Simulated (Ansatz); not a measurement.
What does this script print? It uses Ansatz's Python interface.

`opt_ch4alfse.py`:
```python
"""Relax the CH4AlFSe molecule."""

import ansatz
from ase import Atoms
import numpy as np

BASIS = "def2-SVP"
FUNCTIONAL = "B3LYP"

atoms = Atoms(["F", "C", "Se", "Al", "H", "H", "H", "H"], positions=[
    (-1.0444, 1.185, 0.92),
    (0.1778, 1.3401, 0.3843),
    (1.2072, -0.2141, 0.8652),
    (-0.0178, -1.7006, -0.4639),
    (0.1286, 1.4267, -0.7372),
    (0.6636, 2.2685, 0.7966),
    (0.3177, -1.9653, -1.9854),
    (-1.3405, -2.3976, 0.1645),
])
mol = ansatz.Crystal.molecule_from_ase(atoms)

calculation = mol.calculation().basis(gaussian=BASIS).functional(FUNCTIONAL)
symbols = [site.symbol for site in mol.cartesian_sites]
start = np.array([site.position_ang for site in mol.cartesian_sites], dtype=float)
def progress(event):
    if event["event"] == "relax_step":
        row = event["data"]
        print(f"step {row['step']:3d}  E = {row['lagrangian_ev']:.6f} eV  max force {row['allowed_force_max_ev_ang']:.4f} eV/A")


report = calculation.relax(force_tolerance=0.02).session().plan().execute(on_event=progress).report
end = np.array(report["positions_ang"])

print("reference energy %16.6f eV" % report["reference_energy_ev"])
print("total energy     %16.6f eV" % report["free_energy_ev"])
print("occupied (up, down):", report["n_occupied"], " virtual:", report["n_virtual"], " frozen:", report["n_frozen"])

print("bond        before    after (A)")
for i, j in [(0, 1), (1, 2), (1, 4), (1, 5), (2, 3), (3, 6), (3, 7)]:
    d0, d1 = (np.linalg.norm(xyz[i] - xyz[j]) for xyz in (start, end))
    print(f"{symbols[i]}{i}-{symbols[j]}{j}".ljust(10), f"{d0:8.4f} {d1:8.4f}")

charges = report["charge_distribution"]
dipole = np.array(charges["dipole_moment_e_ang"]) * 4.803205
print("dipole (D): {:.3f} {:.3f} {:.3f}, length {:.3f}".format(*dipole, np.linalg.norm(dipole)))
print("atom  Mulliken   Lowdin")
for symbol, m, l in zip(symbols, charges["mulliken_charges_e"], charges["lowdin_charges_e"]):
    print(f"{symbol:4s} {m:9.3f} {l:8.3f}")
with open("ch4alfse_opt.xyz", "w") as handle:
    handle.write(f"{len(symbols)}\nrelaxed CH4AlFSe\n")
    handle.writelines(f"{s:2s} {x:11.6f} {y:11.6f} {z:11.6f}\n" for s, (x, y, z) in zip(symbols, end))
```

```console
$ python opt_ch4alfse.py
step   1  E = -75753.982822 eV  max force 1.3609 eV/A
step   2  E = -75754.122291 eV  max force 0.9389 eV/A
step   3  E = -75754.149085 eV  max force 0.3394 eV/A
step   4  E = -75754.175529 eV  max force 0.4231 eV/A
step   5  E = -75754.218397 eV  max force 0.7128 eV/A
step   6  E = -75754.283484 eV  max force 0.5170 eV/A
step   7  E = -75754.345091 eV  max force 0.2049 eV/A
step   8  E = -75754.385194 eV  max force 0.3447 eV/A
step   9  E = -75754.408962 eV  max force 0.2100 eV/A
step  10  E = -75754.431619 eV  max force 0.2459 eV/A
step  11  E = -75754.453989 eV  max force 0.5191 eV/A
step  12  E = -75754.456164 eV  max force 0.5017 eV/A
step  13  E = -75754.478585 eV  max force 0.2448 eV/A
step  14  E = -75754.478207 eV  max force 0.3025 eV/A
step  15  E = -75754.482913 eV  max force 0.0917 eV/A
step  16  E = -75754.483468 eV  max force 0.0429 eV/A
step  17  E = -75754.484003 eV  max force 0.0171 eV/A
reference energy    -75754.484244 eV
total energy        -75754.484244 eV
occupied (up, down): [33, 33]  virtual: [65, 65]  frozen: 0
bond        before    after (A)
F0-C1        1.3434   1.3670
C1-Se2       1.9252   1.9879
C1-H4        1.1259   1.0995
C1-H5        1.1260   1.1006
Se2-Al3      2.3403   2.3275
Al3-H6       1.5804   1.5802
Al3-H7       1.6218   1.5801
dipole (D): 0.996 0.346 -0.658, length 1.242
atom  Mulliken   Lowdin
F       -0.243    0.023
C        0.186   -0.035
Se      -0.261    0.130
Al       0.519    0.165
H        0.055   -0.021
H        0.054   -0.027
H       -0.158   -0.118
H       -0.150   -0.117
```

`ch4alfse_opt.xyz`, as written:
```text
8
relaxed CH4AlFSe
F    -1.070305    1.574464    0.058864
C     0.270280    1.392712    0.255144
Se    0.651077   -0.275485    1.267048
Al   -0.234149   -1.778188   -0.274178
H     0.779417    1.353547   -0.718535
H     0.669991    2.214969    0.867815
H    -0.672385   -1.250990   -1.697928
H    -0.301726   -3.288330    0.185870
```

Total energies depend on the basis set; only differences at equal settings carry meaning. The end point is the stationary point reached from this start; no frequency run checks that it is a minimum, and the basis set is modest. The Löwdin charges here are taken after orthogonalising the functions within each atom; they differ from plain Löwdin charges, and their signs can be unphysical. b3lyp holds the VWN-RPA fit, as in Gaussian; the form of ORCA and Turbomole is b3lyp5. Timing: 49 s on 1 thread of Intel(R) Xeon(R) Gold 6455B (Sapphire Rapids) (shared host), peak memory 0.3 GiB.

(Lines on the test bed's own set-up are left out of the output.)
